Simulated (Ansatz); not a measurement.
# BF3H3P: up Jacob's ladder to CCSD(T)

The task here is to estimate one member of a computed series from the others.

Computed with Ansatz 0.2.0, Gaussian basis. Level: functionals in def2-TZVPP, the program's frozen cores in correlated methods.

The runs, in order: LDA (SPW92), PBE-D4, revPBE-D4, BLYP-D4, r2SCAN-D4, B97M-V, PBE0-D4, B3LYP-D4, r2SCANh-D4, r2SCAN0-D4, HSE06-D4, BHLYP-D4, CAM-B3LYP-D4, LC-ωPBE, ωB97X-V, ωB97M-V, B2PLYP, PBE-QIDH; CCSD(T)/def2-SVP; CCSD(T)/def2-TZVPP; CCSD(T)/def2-QZVPP; extrapolation to the limit; RPA on PBE.

## Structure used throughout

An earlier PBE0-D4 in a triple-zeta def2 set relaxation fixed the geometry.

8 atoms, charge 0, spin multiplicity 1.

Atoms are counted from 1 here; the program's logs count them from 0.

Bond lengths: F1–B2 1.318 Å, B2–F3 1.318 Å, B2–F4 1.318 Å, P5–H6 1.416 Å, P5–H7 1.416 Å, P5–H8 1.416 Å. Angles: F1–B2–F3 119.7°, F1–B2–F4 119.7°, F3–B2–F4 119.7°, H6–P5–H7 95.1°, H6–P5–H8 95.1°, H7–P5–H8 95.1°.

Coordinates:

| atom | x (Å) | y (Å) | z (Å) |
| --- | --- | --- | --- |
| F1 | 1.16293 | -1.37653 | 1.30537 |
| B2 | 0.77111 | -1.53873 | 0.05791 |
| F3 | -0.34653 | -2.18892 | -0.19534 |
| F4 | 1.59856 | -1.25569 | -0.92760 |
| P5 | -0.52649 | 1.07763 | -0.05294 |
| H6 | -1.58242 | 1.41975 | 0.82563 |
| H7 | 0.19990 | 2.27511 | 0.15271 |
| H8 | -1.18487 | 1.53017 | -1.22154 |

Set-up of the first run:

Input file in.yaml:

```yaml
crystal:
  periodic: [false, false, false]
  atoms:
    - {symbol: F, position_ang: [1.162934, -1.376531, 1.305366]}
    - {symbol: B, position_ang: [0.771111, -1.538728, 0.057907]}
    - {symbol: F, position_ang: [-0.346527, -2.188916, -0.195335]}
    - {symbol: F, position_ang: [1.598564, -1.255686, -0.927602]}
    - {symbol: P, position_ang: [-0.526491, 1.077627, -0.052936]}
    - {symbol: H, position_ang: [-1.582420, 1.419753, 0.825626]}
    - {symbol: H, position_ang: [0.199905, 2.275106, 0.152715]}
    - {symbol: H, position_ang: [-1.184875, 1.530174, -1.221539]}
basis:
  gaussian: {orbitals: def2-TZVPP}
hamiltonian: {xc: lda}
output: {orbitals: {seedname: orbitals}}
```

Run with:

```sh
$ ansatz run in.yaml --threads 2 --pin off --events-out ev --progress --plain --max-ram 32768MiB --backend cpu
```

Among the steps run: LDA; PBE-D4 (GGA); revPBE-D4 (GGA); BLYP-D4 (GGA); r2SCAN-D4 (meta-GGA); B97M-V (meta-GGA); B3LYP-D4 (hybrid); r2SCANh-D4 (hybrid); r2SCAN0-D4 (hybrid); HSE06-D4 (hybrid); BHLYP-D4 (hybrid); CAM-B3LYP-D4 (range-separated); LC-ωPBE (range-separated); ωB97X-V (range-separated); ωB97M-V (range-separated); B2PLYP (double hybrid); PBE-QIDH (double hybrid).

One table of the session follows, with a row left open; its other results are not shown here.

It belongs to the step «Orbital energies across the functionals». 

```
  functional  HOMO (eV)  LUMO (eV)  gap (eV)
 LDA (SPW92)      -7.31      -0.69      6.62
      PBE-D4      -7.20      -0.54      6.67
   revPBE-D4      -7.15      -0.46      6.69
     BLYP-D4      -7.07      -0.43      6.64
   r2SCAN-D4      -7.47      -0.23      7.24
      B97M-V      -7.57      -0.38      7.18
     PBE0-D4          ?          ?         ?
    B3LYP-D4      -8.20       0.14      8.34
  r2SCANh-D4      -7.92       0.10      8.01
  r2SCAN0-D4      -8.59       0.58      9.17
    HSE06-D4      -8.01       0.01      8.02
    BHLYP-D4      -9.51       1.23     10.75
CAM-B3LYP-D4      -9.75       1.38     11.12
     LC-ωPBE     -11.10       2.69     13.79
     ωB97X-V     -10.75       2.50     13.25
     ωB97M-V     -10.59       2.05     12.64
```

Estimate the missing values for PBE0-D4.

**Answer.** HOMO (eV): -8.41; LUMO (eV): 0.39; gap (eV): 8.81. In the column «HOMO (eV)» it lies between r2SCAN0-D4 (-8.59) and B3LYP-D4 (-8.20).
